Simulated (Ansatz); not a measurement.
# Ir3C: the cost of one run

Program: Ansatz 0.2.0. Level of theory: DFT LDA, scalar-relativistic, plane waves, PAW. These are calculated values, not measurements.

**1. The starting structure**

Symmetry: Fm-3m, No. 225, cubic system. The conventional cell has a = 3.839 Å, b = 3.839 Å, c = 3.839 Å, α = 90.00°, β = 90.00°, γ = 90.00°. Around Ir (site symmetry m-3m) lie 12 Ir at 2.71 Å.

Coordinates:

```
Ir
1.0
     0.00000    1.91970    1.91970
     1.91970    0.00000    1.91970
     1.91970    1.91970    0.00000
Ir
1
Direct
  0.00000 0.00000 0.00000
```

The structure comes from the Crystallography Open Database.

**6. Plan of the scan**

Atoms count from 1 in the order of the input.

C is moved along a line over the surface and along the normal, above a rigid substrate.

First coordinate, position of C4 along the first surface vector, from above Ir3: 6 values from 0.00 to 2.25 Å, periodic. Second coordinate, height of C4 above the plane of Ir3: 7 values from 1.27 to 3.93 Å.

Nothing else is relaxed. Points are written as (first, second).

(The set-up runs are not shown.)

**7. The run at (1.35 Å, 1.27 Å)**

input.yaml

```yaml
crystal:
  lattice:
    - [2.6946510889, 0.0, 0.0]
    - [0.0, 2.6946510889, 0.0]
    - [0.0, 0.0, 20.6339620658]
  atoms:
    - { symbol: Ir, position: [0.5, 0.5, 0.1938551591] }
    - { symbol: Ir, position: [0.0, 0.0, 0.2819107364] }
    - { symbol: Ir, position: [0.5, 0.5, 0.3699707328] }
    - { symbol: C, position: [1.0, 0.5, 0.4315197458], spin: 2.0 }
basis:
  ecutwfc: 420
kpoints:
  mp_grid: { grid: [10, 10, 1] }
hamiltonian:
  xc: lda
  pseudopotentials: { kind: paw, azcp: { folder: soft_1 } }
scf:
  occupations: { method: gaussian, width: 0.1 }
output:
  forces: true
  eigenvalues: true
  populations: true
magnetization:
  spin_polarized: true
efield:
  axis: 3
  dipole_correction: true
  ramp_width: 0.04
```

The run is started by

```bash
$ ansatz run input.yaml --threads 1 --pin off --max-ram 3072MiB --backend cpu --events-out ev --progress --plain --runs-dir out
```

What time and memory should one allow on 1 thread of Arm Neoverse V1, shared host?

About 63 s, with a peak of 0.48 GiB.
